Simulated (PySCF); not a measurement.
# A gas-phase reaction: AlH5N2 + H2O → AlH5N2O + H2

What reaction energy should one expect for `[NH2][AlH][NH2]` + `O` → `[NH2][Al]([NH2])[OH]` + `[H][H]`?

Programs: PySCF 2.14.0. All values are calculated, for the isolated system unless a continuum is named. Atoms count from 0, parts from 1.

### 1 The system as given

Each species was relaxed by itself at PBE0-D3(BJ)/def2-SVPD.

### 2 Reaction energy: wB97M-D3(BJ)/def2-TZVPD

What the job is given:

```
{"job": {"kind": "react", "xc": "wB97M-D3(BJ)", "basis": "def2-TZVPD"}, "charge": 0, "multiplicity": 1}
-1 AlH5N2 charge 0 multiplicity 1
N     -0.290140    -1.532800    -0.160860
Al     0.126360     0.025540     0.596910
N      0.173130     1.508750    -0.389780
H     -0.330090    -2.407870     0.344440
H     -0.521010    -1.684270    -1.133680
H      0.454130     0.092700     2.141950
H      0.397730     2.421640    -0.017010
H     -0.010060     1.576220    -1.382010

-1 H2O charge 0 multiplicity 1
O     -0.003900     0.389350     0.005100
H     -0.760890    -0.202300    -0.004190
H      0.764830    -0.187010    -0.000920

+1 AlH5N2O charge 0 multiplicity 1
N      0.115660    -1.411430     0.775190
Al    -0.137840     0.044480    -0.213410
N      0.643730     1.585120     0.182230
O     -1.145960     0.049840    -1.601480
H     -0.300200    -2.314710     0.595690
H      0.690200    -1.452470     1.605870
H      1.277730     1.749110     0.951130
H      0.508800     2.432220    -0.352390
H     -1.653350    -0.683150    -1.943500

+1 H2 charge 0 multiplicity 1
H      0.380060     0.013360    -0.001730
H     -0.380060    -0.013360     0.001730
```

Level: wB97M-D3(BJ)/def2-TZVPD reaction energy of separated species, gas phase.

Started as:

```console
OMP_NUM_THREADS=1 python cluster_run.py task.json out
```

This one command runs all jobs of the session in turn.

Standard output:

```text
species 1 (AlH5N2)
coarse grid: 28952 points
cycle   1  E = -355.0645624523  dE = -2.590e-02  |g| = 5.450e-01  |ddm| = 2.096e+00
cycle   2  E = -355.0751043741  dE = -1.054e-02  |g| = 5.561e-01  |ddm| = 6.962e-01
cycle   3  E = -355.1360156496  dE = -6.091e-02  |g| = 2.884e-02  |ddm| = 3.128e-01
cycle   4  E = -355.1365086751  dE = -4.930e-04  |g| = 9.448e-03  |ddm| = 4.583e-02
cycle   5  E = -355.1365523980  dE = -4.372e-05  |g| = 1.788e-03  |ddm| = 1.776e-02
cycle   6  E = -355.1365549904  dE = -2.592e-06  |g| = 4.155e-04  |ddm| = 4.858e-03
final grid: 60736 points
cycle   7  E = -355.1365458283  dE = -1.194e-07  |g| = 2.063e-04  |ddm| = 2.214e-03
cycle   8  E = -355.1365458433  dE = -1.508e-08  |g| = 1.649e-04  |ddm| = 4.572e-04
cycle   9  E = -355.1365458485  dE = -5.204e-09  |g| = 3.585e-05  |ddm| = 1.550e-04
cycle  10  E = -355.1365458496  dE = -1.050e-09  |g| = 1.989e-05  |ddm| = 1.095e-04
cycle  11  E = -355.1365458498  dE = -1.610e-10  |g| = 1.153e-06  |ddm| = 4.964e-05
converged SCF energy = -355.1365458498

species 2 (H2O)
coarse grid: 10128 points
cycle   1  E = -76.4117498533  dE = -7.454e-02  |g| = 5.872e-01  |ddm| = 8.994e-01
cycle   2  E = -76.4087424017  dE =  3.007e-03  |g| = 6.461e-01  |ddm| = 5.038e-01
cycle   3  E = -76.4759334860  dE = -6.719e-02  |g| = 2.731e-02  |ddm| = 2.374e-01
cycle   4  E = -76.4760586895  dE = -1.252e-04  |g| = 5.497e-03  |ddm| = 1.609e-02
cycle   5  E = -76.4760673663  dE = -8.677e-06  |g| = 8.214e-04  |ddm| = 5.831e-03
final grid: 21952 points
cycle   6  E = -76.4760630144  dE = -1.975e-07  |g| = 5.843e-04  |ddm| = 1.373e-03
cycle   7  E = -76.4760630212  dE = -6.839e-09  |g| = 6.466e-04  |ddm| = 6.469e-04
cycle   8  E = -76.4760630848  dE = -6.364e-08  |g| = 3.199e-05  |ddm| = 2.236e-04
cycle   9  E = -76.4760630857  dE = -8.228e-10  |g| = 4.133e-06  |ddm| = 1.105e-04
converged SCF energy = -76.4760630857

species 3 (AlH5N2O)
coarse grid: 34136 points
cycle   1  E = -430.3340756384  dE =  1.602e-01  |g| = 8.510e-01  |ddm| = 2.344e+00
cycle   2  E = -430.3216599497  dE =  1.242e-02  |g| = 9.625e-01  |ddm| = 1.371e+00
cycle   3  E = -430.4810890656  dE = -1.594e-01  |g| = 6.761e-02  |ddm| = 6.809e-01
cycle   4  E = -430.4819725160  dE = -8.835e-04  |g| = 4.207e-02  |ddm| = 7.883e-02
cycle   5  E = -430.4823660171  dE = -3.935e-04  |g| = 7.960e-03  |ddm| = 2.830e-02
cycle   6  E = -430.4823898924  dE = -2.388e-05  |g| = 1.363e-03  |ddm| = 1.241e-02
cycle   7  E = -430.4823913029  dE = -1.410e-06  |g| = 4.142e-04  |ddm| = 2.959e-03
final grid: 71944 points
cycle   8  E = -430.4823588422  dE = -1.488e-07  |g| = 2.484e-04  |ddm| = 4.001e-03
cycle   9  E = -430.4823588531  dE = -1.090e-08  |g| = 2.424e-04  |ddm| = 6.326e-04
cycle  10  E = -430.4823588642  dE = -1.112e-08  |g| = 3.399e-05  |ddm| = 1.639e-04
cycle  11  E = -430.4823588650  dE = -8.378e-10  |g| = 1.801e-05  |ddm| = 1.158e-04
converged SCF energy = -430.4823588650

species 4 (H2)
coarse grid: 4944 points
cycle   1  E = -1.1694185284  dE = -2.751e-01  |g| = 9.864e-03  |ddm| = 4.504e-01
cycle   2  E = -1.1694527699  dE = -3.424e-05  |g| = 1.161e-03  |ddm| = 9.676e-03
cycle   3  E = -1.1694534521  dE = -6.822e-07  |g| = 1.815e-04  |ddm| = 1.918e-03
final grid: 10744 points
cycle   4  E = -1.1694521591  dE = -2.404e-08  |g| = 4.112e-05  |ddm| = 3.869e-04
cycle   5  E = -1.1694521604  dE = -1.269e-09  |g| = 9.624e-06  |ddm| = 9.171e-05
cycle   6  E = -1.1694521605  dE = -7.521e-11  |g| = 3.020e-07  |ddm| = 2.871e-05
converged SCF energy = -1.1694521605

Reaction energy = -24.961 kcal/mol
```

Wall time 15 s (1 thread of AMD EPYC 7B13, shared host); peak memory 0.69 GiB.

Species by species (with the dispersion term, which the log's SCF energies lack):

| ν | species | energy (Eh) | HOMO (eV) |
| --- | --- | --- | --- |
| -1 | [NH2][AlH][NH2] | -355.14219 | -9.43 |
| -1 | O | -76.47682 | -11.72 |
| +1 | [NH2][Al]([NH2])[OH] | -430.48912 | -9.45 |
| +1 | [H][H] | -1.16967 | -14.48 |

### 3 Reaction energy: PBE0-D3(BJ)/def2-TZVPD

The job, as its differences from that of step 2:

```diff
@@ -1,2 +1,2 @@
-{"job": {"kind": "react", "xc": "wB97M-D3(BJ)", "basis": "def2-TZVPD"}, "charge": 0, "multiplicity": 1}
+{"job": {"kind": "react", "xc": "PBE0", "basis": "def2-TZVPD", "disp": "d3bj"}, "charge": 0, "multiplicity": 1}
 -1 AlH5N2 charge 0 multiplicity 1
```

With the program's defaults for keys left out, this is: PBE0-D3(BJ)/def2-TZVPD reaction energy of separated species, gas phase.

Standard output:

```text
species 1 (AlH5N2)
coarse grid: 6848 points
cycle   1  E = -354.7386354283  dE =  2.332e-03  |g| = 6.545e-01  |ddm| = 2.220e+00
cycle   2  E = -354.6122556610  dE =  1.264e-01  |g| = 9.941e-01  |ddm| = 1.011e+00
cycle   3  E = -354.8316411323  dE = -2.194e-01  |g| = 3.813e-02  |ddm| = 6.132e-01
cycle   4  E = -354.8320184261  dE = -3.773e-04  |g| = 1.066e-02  |ddm| = 3.770e-02
cycle   5  E = -354.8320493021  dE = -3.088e-05  |g| = 1.957e-03  |ddm| = 1.404e-02
cycle   6  E = -354.8320501523  dE = -8.501e-07  |g| = 4.069e-04  |ddm| = 2.159e-03
final grid: 60736 points
cycle   7  E = -354.8237535597  dE = -1.885e-05  |g| = 7.681e-03  |ddm| = 2.957e-02
cycle   8  E = -354.8237382707  dE =  1.529e-05  |g| = 1.151e-02  |ddm| = 1.011e-02
cycle   9  E = -354.8237654445  dE = -2.717e-05  |g| = 1.437e-04  |ddm| = 6.211e-03
cycle  10  E = -354.8237654502  dE = -5.688e-09  |g| = 4.504e-05  |ddm| = 1.938e-04
cycle  11  E = -354.8237654507  dE = -5.040e-10  |g| = 1.114e-05  |ddm| = 4.145e-05
converged SCF energy = -354.8237654507

species 2 (H2O)
coarse grid: 2328 points
cycle   1  E = -76.3044292930  dE = -5.303e-03  |g| = 6.571e-01  |ddm| = 9.011e-01
cycle   2  E = -76.1882080364  dE =  1.162e-01  |g| = 1.036e+00  |ddm| = 7.256e-01
cycle   3  E = -76.3820293287  dE = -1.938e-01  |g| = 3.132e-02  |ddm| = 4.396e-01
cycle   4  E = -76.3822116353  dE = -1.823e-04  |g| = 5.864e-03  |ddm| = 1.606e-02
cycle   5  E = -76.3822167743  dE = -5.139e-06  |g| = 7.850e-04  |ddm| = 2.507e-03
final grid: 21952 points
cycle   6  E = -76.3808944258  dE = -1.510e-05  |g| = 3.447e-03  |ddm| = 9.293e-03
cycle   7  E = -76.3808924608  dE =  1.965e-06  |g| = 4.751e-03  |ddm| = 3.319e-03
cycle   8  E = -76.3808961756  dE = -3.715e-06  |g| = 2.518e-04  |ddm| = 1.964e-03
cycle   9  E = -76.3808961862  dE = -1.061e-08  |g| = 2.397e-05  |ddm| = 1.100e-04
cycle  10  E = -76.3808961863  dE = -1.117e-10  |g| = 3.293e-06  |ddm| = 1.513e-05
converged SCF energy = -76.3808961863

species 3 (AlH5N2O)
coarse grid: 7936 points
cycle   1  E = -429.8935664898  dE =  2.193e-01  |g| = 9.863e-01  |ddm| = 2.450e+00
cycle   2  E = -429.5797863874  dE =  3.138e-01  |g| = 1.595e+00  |ddm| = 1.856e+00
cycle   3  E = -430.0785150246  dE = -4.987e-01  |g| = 1.345e-01  |ddm| = 1.203e+00
cycle   4  E = -430.0808952062  dE = -2.380e-03  |g| = 7.693e-02  |ddm| = 1.354e-01
cycle   5  E = -430.0820371402  dE = -1.142e-03  |g| = 6.481e-03  |ddm| = 4.176e-02
cycle   6  E = -430.0820451208  dE = -7.981e-06  |g| = 1.581e-03  |ddm| = 7.564e-03
final grid: 71944 points
cycle   7  E = -430.0739633158  dE = -2.640e-05  |g| = 9.916e-03  |ddm| = 4.238e-02
cycle   8  E = -430.0739355644  dE =  2.775e-05  |g| = 1.550e-02  |ddm| = 1.393e-02
cycle   9  E = -430.0739816796  dE = -4.612e-05  |g| = 8.030e-04  |ddm| = 9.504e-03
cycle  10  E = -430.0739817684  dE = -8.881e-08  |g| = 3.628e-04  |ddm| = 7.859e-04
cycle  11  E = -430.0739817923  dE = -2.383e-08  |g| = 5.851e-05  |ddm| = 2.665e-04
cycle  12  E = -430.0739817930  dE = -7.242e-10  |g| = 9.659e-06  |ddm| = 5.859e-05
converged SCF energy = -430.0739817930

species 4 (H2)
coarse grid: 1240 points
cycle   1  E = -1.1670621635  dE = -2.327e-01  |g| = 2.266e-02  |ddm| = 4.588e-01
cycle   2  E = -1.1672496160  dE = -1.875e-04  |g| = 3.233e-03  |ddm| = 1.897e-02
cycle   3  E = -1.1672540724  dE = -4.456e-06  |g| = 9.769e-05  |ddm| = 2.761e-03
final grid: 10744 points
cycle   4  E = -1.1681372290  dE = -1.927e-06  |g| = 2.738e-04  |ddm| = 1.569e-03
cycle   5  E = -1.1681372572  dE = -2.824e-08  |g| = 3.987e-05  |ddm| = 2.445e-04
cycle   6  E = -1.1681372579  dE = -6.310e-10  |g| = 1.258e-06  |ddm| = 3.101e-05
converged SCF energy = -1.1681372579

Reaction energy = -23.881 kcal/mol
```

Run time: 7.7 s. Hardware: 1 thread of AMD EPYC 7B13, shared host; peak memory 0.59 GiB.

Reaction energy at this level: -23.88 kcal/mol.

### 4 Side by side

Energies in kcal/mol, with wall time:

| run | reaction | time |
| --- | --- | --- |
| wB97M-D3(BJ)/def2-TZVPD | -24.96 | 15 s |
| PBE0-D3(BJ)/def2-TZVPD | -23.88 | 7.7 s |

### 5 Summary of results

| quantity | value |
| --- | --- |
| reaction energy (wB97M-D3(BJ)/def2-TZVPD) | -24.96 kcal/mol |
| ΔH, ΔG at 298 K (xTB thermal terms) | -27.2, -25.2 kcal/mol |
| range of the reaction energy over the runs of this table | -24.96 to -23.88 kcal/mol |

What this shows: The reaction is exothermic by 27.2 kcal/mol in the gas phase; dispersion gives -0.36, and xTB itself gave -22.61 for the electronic energy (xTB energies and thermal terms come from the earlier relaxation of each species, not shown). No barrier was sought. The reaction energy runs from -24.96 (wB97M-D3(BJ)/def2-TZVPD) to -23.88 kcal/mol (PBE0-D3(BJ)/def2-TZVPD).
